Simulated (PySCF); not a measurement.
# C₂H₁₁OPSi₂: electronic excitations

Wanted: the electronic excitations of C₂H₁₁OPSi₂ (`CO[C@@H]([SiH3])[SiH2]P`), by calculation.

The runs use PySCF 2.14.0, with density-fitted response routines of our own; the level of theory stands in each step. All values are computed, except where a source is named. Atoms are numbered from 0 throughout.

## 1. The starting structure

17 atoms, charge 0, multiplicity 1; geometry from: GFN2-xTB.

Bonds of the start (Å): C0–O1 1.40, O1–C2 1.44, C2–Si3 1.90, C2–Si4 1.92, Si4–P5 2.22, C0–H6 1.10, C0–H7 1.09, C0–H8 1.10, C2–H9 1.10, Si3–H10 1.46, Si3–H11 1.46, Si3–H12 1.47, Si4–H13 1.47, Si4–H14 1.47, P5–H15 1.39, P5–H16 1.38.

## 2. Excited states and response: CAM-B3LYP/def2-SVPD

What the job is given:

```
{"job": {"kind": "uv", "xc": "CAM-B3LYP", "basis": "def2-SVPD", "nstates": 8, "ntriplets": 3}, "charge": 0, "multiplicity": 1}
C     -1.536075    -1.446553     0.623864
O     -0.352854    -0.705526     0.555322
C     -0.331842     0.324239    -0.456484
Si    -0.933838     1.937040     0.358738
Si     1.482690     0.269116    -1.091310
P      2.074215    -1.580539    -0.007871
H     -2.390881    -0.811538     0.882530
H     -1.391136    -2.193738     1.402828
H     -1.745912    -1.952355    -0.326803
H     -0.992922     0.027575    -1.279167
H     -0.939827     2.994588    -0.651149
H     -0.035190     2.245489     1.467791
H     -2.292307     1.752708     0.877750
H      2.193531     1.515144    -0.776814
H      1.542725     0.088774    -2.546948
H      3.437139    -1.480153    -0.268091
H      2.205484    -0.972240     1.225905
```

Level: TDDFT CAM-B3LYP/def2-SVPD, vertical, gas phase, core orbitals frozen in the response.

Command:

```sh
$ OMP_NUM_THREADS=1 python probes_run.py task.json out
```

This one command runs all jobs of the session in turn.

Predict these results of the whole session: lowest singlet (CAM-B3LYP/def2-SVPD); brightest single state of those computed; lowest triplet.

As calculated:

```
                                quantity                        value
    lowest singlet (CAM-B3LYP/def2-SVPD)  6.16 eV (201 nm), f = 0.069
brightest single state of those computed  state 4, 6.87 eV, f = 0.144
                          lowest triplet                      5.50 eV
```

In words: The first singlet state (HOMO→LUMO+1 0.71, HOMO→LUMO 0.20) lies at 6.16 eV and is bright; of the 8 states computed, the strongest absorption comes from state 4 at 6.87 eV. The lowest triplet lies 0.66 eV below the lowest singlet (triplets in Tamm-Dancoff, singlets in full TDDFT).
